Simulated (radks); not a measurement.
# Valence configurations of Pb⁺

An exercise on one series of results from a longer session: the logs are not shown, and one member is left open.

Program: radks (a radial shooting solver on a logarithmic mesh, Libxc functionals) version 1. Level of theory: scalar-relativistic Kohn-Sham, r2SCAN, spin-polarised, spherical densities, finite nucleus; open shells are filled with parallel spins first. These are calculated values, not measurements, unless marked.

## The atom as given

```
element            : lead (Z = 82)
charge             : +1
electrons          : 81
configuration      : [Hg] 6p1
nuclear rms radius : 5.5012 fm
others tried       : [Xe] 4f14 5d10 6s1 6p2; [Xe] 4f14 5d9 6s2 6p2; [Xe] 4f14 5d8 6s2 6p3; [Xe] 4f13 5d10 6s2 6p2; [Xe] 4f14 5d10 6p3; [Xe] 4f13 5d10 6s1 6p3; [Xe] 4f13 5d10 6s1.5 6p2.5; [Xe] 4f12.5 5d10 6s1 6p3.5; [Xe] 4f12 5d10 6s2 6p3
```

The outer shells:

Pb⁺
```
[Hg] core
6p [↑ ][  ][  ]
```

Set-up of the first run:

The run's settings:

```text
Z 82
configuration [Hg] 6p1
relativity scalar-relativistic
functional r2scan,r2scan
spin polarised
nucleus finite rms 5.5012 fm
c 137.035999084
```

Steps of the session up to this table: [Hg] 6p1.

One table of the session follows, with a row left open; its other results are not shown here.

It belongs to the step «[Hg] 6p1». From the orbitals of this run (lengths in bohr):

```
  level     <r>  outermost maximum (interpolated)  90 % within  nodes
  5p up  0.9788                             0.882         1.41      3
5p down  0.9789                             0.882         1.41      3
  5d up   1.302                              1.07         1.98      2
5d down       ?                                 ?            ?      ?
  6s up   2.270                              1.96         3.32      5
6s down   2.224                              1.94         3.24      5
  6p up   2.965                              2.51         4.38      4
6p down   2.897                              2.47         4.27      4
```

Q: Estimate the row for 5d down from the others.

As computed: <r>: 1.294; outermost maximum (interpolated): 1.07; 90 % within: 1.96; nodes: 2. In the column «<r>» it lies between 5p down (0.9789) and 5d up (1.302).
